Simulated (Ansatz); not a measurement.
# C₂H₅Ga: how energies converge with the basis set

One table from this session's results is given with a row withheld; the runs are named, their logs left out.

Program: Ansatz 0.2.0, Gaussian basis. Level of theory: one geometry, several basis sets. These are calculated values, not measurements.

The runs, in order: PBE0-D4/def2-SVP; ωB97M-V/def2-SVP; PBE0-D4/def2-QZVPP; ωB97M-V/def2-QZVPP; the functionals' def2-TZVPP values are taken from earlier runs.

**The geometry**

The geometry comes from an earlier relaxation with PBE0-D4 in a triple-zeta def2 set; it is a stationary point, not always the lowest conformer.

SMILES `C=[CH][GaH2]`, 8 atoms, charge 0, spin multiplicity 1.

Atoms are counted from 1 here; the program's logs count them from 0.

Bond lengths: C1–C2 1.334 Å, C1–H4 1.088 Å, C1–H5 1.089 Å, C2–Ga3 1.950 Å, C2–H6 1.089 Å, Ga3–H7 1.572 Å, Ga3–H8 1.569 Å. Angles: C2–C1–H4 121.7°, C2–C1–H5 122.7°, H4–C1–H5 115.6°, C1–C2–Ga3 120.5°, C1–C2–H6 117.7°, Ga3–C2–H6 121.8°, C2–Ga3–H7 116.7°, C2–Ga3–H8 122.0°, H7–Ga3–H8 121.3°.

The first run:

Contents of in.yaml:

```yaml
crystal:
  periodic: [false, false, false]
  atoms:
    - {symbol: C, position_ang: [-0.547278, 1.051877, -0.727256]}
    - {symbol: C, position_ang: [-0.430953, 0.357416, 0.405617]}
    - {symbol: Ga, position_ang: [0.744898, -1.195277, 0.498988]}
    - {symbol: H, position_ang: [0.002903, 0.778760, -1.624968]}
    - {symbol: H, position_ang: [-1.193124, 1.923430, -0.818210]}
    - {symbol: H, position_ang: [-1.012234, 0.689191, 1.264354]}
    - {symbol: H, position_ang: [1.528502, -1.568262, -0.811694]}
    - {symbol: H, position_ang: [0.907287, -2.037115, 1.813149]}
basis:
  gaussian: {orbitals: def2-SVP}
hamiltonian: {xc: pbe0, dispersion: d4}
output: {orbitals: {seedname: orbitals}}
```

Launch:

```sh
> ansatz run in.yaml --threads 4 --pin off --events-out ev --progress --plain --max-ram 10444MiB
```

Steps of the session up to this table: PBE0-D4 in def2-SVP; ωB97M-V in def2-SVP; PBE0-D4 in def2-QZVPP; ωB97M-V in def2-QZVPP.

One table of the session follows, with a row left open; its other results are not shown here.

It belongs to the step «Density functionals: the series». 

| functional | basis | HOMO (eV) | LUMO (eV) |
| --- | --- | --- | --- |
| PBE0-D4 | def2-SVP | -8.02 | -1.69 |
| PBE0-D4 | def2-TZVPP | ? | ? |
| PBE0-D4 | def2-QZVPP | -8.04 | -1.77 |
| ωB97M-V | def2-SVP | -10.20 | 0.11 |
| ωB97M-V | def2-TZVPP | -10.24 | 0.03 |
| ωB97M-V | def2-QZVPP | -10.25 | -0.09 |

**Question.** Estimate the row for PBE0-D4, def2-TZVPP.

**Answer.** HOMO (eV): -8.04; LUMO (eV): -1.74.
